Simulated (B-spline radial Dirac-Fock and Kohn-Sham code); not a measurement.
# An X-ray data sheet for Tl³¹⁺, step by step

Aim: for Tl³¹⁺, compute its X-ray form factor and Compton profile, the binding energy of each subshell and how cheaper methods do for the levels.

Method: a free atom or ion on a radial basis; each step names its model; computed with B-spline radial Dirac-Fock and Kohn-Sham code, version 2.

## Step 1: What is computed

Thallium as Tl³¹⁺, [Kr] 4d10 4f4.

* nuclear charge: 81
* electrons: 50
* mass number: 205
* nuclear rms radius: 5.4759 fm

## Step 2: Form factor and Compton profile

Model: Dirac-Fock average of configuration, finite nucleus; form factor of the spherical density, Waller-Hartree incoherent function, impulse-approximation Compton profiles.

Recorded inputs:

```ini
task = scatter
Z = 81
charge = 31
configuration = 1s2 2s2 2p6 3s2 3p6 3d10 4s2 4p6 4d10 4f4
mass_number = 205
rms_radius = 5.4759  # fm
s = [0.0, 0.07, 0.08, 0.1, 0.13, 0.16, 0.2, 0.25, 0.31, 0.39, 0.48, 0.6, 0.75, 0.93, 1.16, 1.44, 1.79, 2.23, 2.78, 3.46, 4.31, 5.36, 6.67]  # 1/A
pz = [0, 0.1, 0.2, 0.3, 0.4, 0.5, 0.6, 0.8, 1.0, 1.2, 1.4, 1.6, 1.8, 2.0, 2.5, 3.0, 4.0, 5.0, 7.0, 10.0, 15.0, 20.0, 30.0, 40.0, 60.0, 100.0]  # a.u.
photon_energy = [1000, 2000, 5000, 50000, 100000, 200000, 500000, 1000000]  # eV
```

## Step 3: Core and valence levels

Model: Dirac-Fock average of configuration, Delta-SCF, finite nucleus, first-order Breit with its frequency dependence, self-energy and vacuum polarisation.

Settings, as recorded:

```ini
task = binding
```

## Step 4: Dirac LDA, for comparison

Model: Dirac-Kohn-Sham LDA (Slater exchange, VWN correlation), finite nucleus, spherical and without spin polarisation.

Settings, as recorded:

```ini
task = binding-ladder
method = lda,vwn
relativity = dirac
```

## Step 5: The levels by non-relativistic HF

Model: non-relativistic Hartree-Fock, average of configuration, point nucleus.

The run's settings:

```ini
task = binding-ladder
method = hf
relativity = nr
```

(Steps that only read results are left out.)

Q: Predict the outcome of this session. Wanted: rms radius of the electron cloud; form factor halves at; Compton profile at zero; deepest level listed, K; least bound, N6,7; Kα1; Dirac LDA, K: eigenvalue / ΔSCF; non-relativistic HF, 1s: eigenvalue / ΔSCF.

As calculated:

| quantity | value |
| --- | --- |
| rms radius of the electron cloud | 0.300 bohr |
| form factor halves at | 1.2 1/Å |
| Compton profile at zero | 2.525 1/a.u. |
| deepest level listed, K (1s) | 86667.0 eV |
| least bound, N6,7 (4f) | 1148.5 eV |
| Kα1 | 72866.6 eV |
| ionisation energy, NIST (theoretical) | 1170.00 eV |
| Dirac LDA, K: eigenvalue / ΔSCF | 86477.5 / 87130.2 eV |
| non-relativistic HF, 1s: eigenvalue / ΔSCF | 78700.4 / 78639.1 eV |

What this shows: The form factor starts at the 50 electrons and halves by s = 1.2 1/Å. Incoherent scattering outweighs coherent from 500 keV on, among the energies asked. The K (1s) level lies 73.0 eV under Koopmans' value by relaxation alone; Breit gives -310.42 and QED -163.79 eV. NIST's ionisation energy differs by +21.50 eV from the least binding energy, within its stated uncertainty. Dirac LDA misses the K level by -0.2 % with its eigenvalue and by +0.5 % with ΔSCF. Breit and QED terms, which only the reference holds, shift this level by tenths of a per cent, so the eigenvalue's nearness can be cancellation. Non-relativistic HF misses the 1s level by -9.2 % with its eigenvalue and by -9.3 % with ΔSCF, as relativity is missing. The Hartree-Fock and Dirac-Fock values hold no electron correlation.
